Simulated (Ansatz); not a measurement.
# Cl2H2Sn: the cost of one run

Program: Ansatz 0.2.0. Level of theory: RKS PBE-D4/def2-SVP. These are calculated values, not measurements.

### Step 1. Starting point

Bond lengths: Sn1–H2 1.940 Å, Sn1–Cl3 2.610 Å, Sn1–H4 1.739 Å, Sn1–Cl5 2.408 Å. Angles: H2–Sn1–Cl3 45.6°, H2–Sn1–H4 121.2°, H2–Sn1–Cl5 121.2°, Cl3–Sn1–H4 123.0°, Cl3–Sn1–Cl5 123.0°, H4–Sn1–Cl5 109.5°.

As a file:

```xyz
5

Sn    0.0000    0.0000    0.0000
H     0.9230    0.0000    1.7063
Cl    2.5085    0.0000    0.7209
H    -0.8195    1.4198   -0.5794
Cl   -1.1351   -1.9666   -0.8025
```

### Step 2. Pulling towards end A

Springs on the bonds that form and break draw the guess towards this end; the thresholds are loose.

input.yaml reads:

```yaml
crystal:
  periodic: [false, false, false]
  atoms:
    - { symbol: Sn, position_ang: [0.0, 0.0, 0.0] }
    - { symbol: H, position_ang: [0.923, 0.0, 1.7063] }
    - { symbol: Cl, position_ang: [2.5085, 0.0, 0.7209] }
    - { symbol: H, position_ang: [-0.8195, 1.4198, -0.5794] }
    - { symbol: Cl, position_ang: [-1.1351, -1.9666, -0.8025] }
basis:
  gaussian: { orbitals: def2-SVP }
hamiltonian:
  xc: pbe
  dispersion: d4
relax:
  f_tol: 0.15
  max_steps: 25
  restrain:
    - { distance: [1, 2], at: 2.57, k: 30.0 }
    - { distance: [0, 1], at: 1.74, k: 30.0 }
    - { distance: [0, 2], at: 2.41, k: 30.0 }
```

On the command line:

```sh
> ansatz run input.yaml --threads 1 --pin off --max-ram 2048MiB --backend cpu --events-out ev --progress --plain --runs-dir out
```

What time and memory should one allow on 1 thread of Arm Neoverse V1, shared host?

About 13 s, with a peak of 0.12 GiB.
